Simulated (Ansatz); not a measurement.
# TiAl4Ni3: the cost of one run

Computed with Ansatz 0.2.0 (DFT PBE, scalar-relativistic, plane waves, PAW, unless a step names another level, unless a step's input says otherwise).

1 further run of the same task is left out (it didn't finish).

## (1) Starting point

The structure is tetragonal, space group P4/mmm (No. 123). Conventional cell: a = 2.880 Å, b = 2.880 Å, c = 12.668 Å, α = 90.00°, β = 90.00°, γ = 90.00°. Around Ti (site symmetry 4/mmm) lie 8 Al at 2.83 Å and 4 Ti at 2.88 Å. Al (site symmetry 4mm) is surrounded by 4 Ni at 2.51 Å and 4 Ti at 2.83 Å and 5 Al at 2.88 to 2.91 Å. Al (site symmetry 4mm) has 8 Ni at 2.50 Å as nearest neighbours. Ni (site symmetry 4mm) is surrounded by 8 Al at 2.50 to 2.51 Å. Ni (site symmetry 4/mmm) has 8 Al at 2.50 Å as nearest neighbours.

As a file:

```cif
data_structure
_symmetry_space_group_name_H-M 'P 1'
_symmetry_Int_Tables_number 1
_cell_length_a 2.8799
_cell_length_b 2.8799
_cell_length_c 12.6676
_cell_angle_alpha 90.000
_cell_angle_beta 90.000
_cell_angle_gamma 90.000
_cell_volume 105.06
loop_
_atom_site_label
_atom_site_type_symbol
_atom_site_fract_x
_atom_site_fract_y
_atom_site_fract_z
_atom_site_occupancy
Ti1 Ti 0.50000 0.50000 0.00000 1
Al1 Al 0.00000 0.00000 0.84430 1
Al2 Al 0.00000 0.00000 0.15570 1
Al3 Al 0.00000 0.00000 0.38537 1
Al4 Al 0.00000 0.00000 0.61463 1
Ni1 Ni 0.50000 0.50000 0.27098 1
Ni2 Ni 0.50000 0.50000 0.50000 1
Ni3 Ni 0.50000 0.50000 0.72902 1
```

The cell was relaxed beforehand at this level, from a generated guess; it is a trial structure. At a tolerance of 0.05 Å it has space group P4/mmm (No. 123); it has 13.13 Å³/atom, an uncorrected energy of -0.59 eV/atom over the elements and, on its mesh, gap none (metal).

## (2) Strained cells: the elastic tensor

The input, input.yaml:

```yaml
crystal:
  lattice:
    - [2.8757386459, 0.0, 0.0]
    - [0.0, 2.8757386459, 0.0]
    - [0.0, 0.0, 12.7223822905]
  atoms:
    - { symbol: Ti, position: [0.5, 0.5, 0.0] }
    - { symbol: Al, position: [0.0, 0.0, 0.8442951398] }
    - { symbol: Al, position: [0.0, 0.0, 0.1557048602] }
    - { symbol: Al, position: [0.0, 0.0, 0.3852635502] }
    - { symbol: Al, position: [0.0, 0.0, 0.6147364498] }
    - { symbol: Ni, position: [0.5, 0.5, 0.2710651402] }
    - { symbol: Ni, position: [0.5, 0.5, 0.5] }
    - { symbol: Ni, position: [0.5, 0.5, 0.7289348598] }
basis:
  ecutwfc: 420
kpoints:
  mp_grid: { grid: [14, 14, 4] }
hamiltonian:
  xc: pbe
scf:
  occupations: { method: fermi_dirac, width: 0.15 }
output:
  forces: true
  stress: true
  eigenvalues: true
elastic:
  mode: relaxed_ion
  amplitude: 0.005
  stencil: two_point
```

On the command line:

```bash
> ansatz run input.yaml --threads 1 --pin off --max-ram 2560MiB --backend cpu --events-out ev --progress --plain --runs-dir out
```

What time and memory should one allow on 1 thread of Intel Xeon at 2.70GHz, shared host?

About 40 min, with a peak of 1.2 GiB.
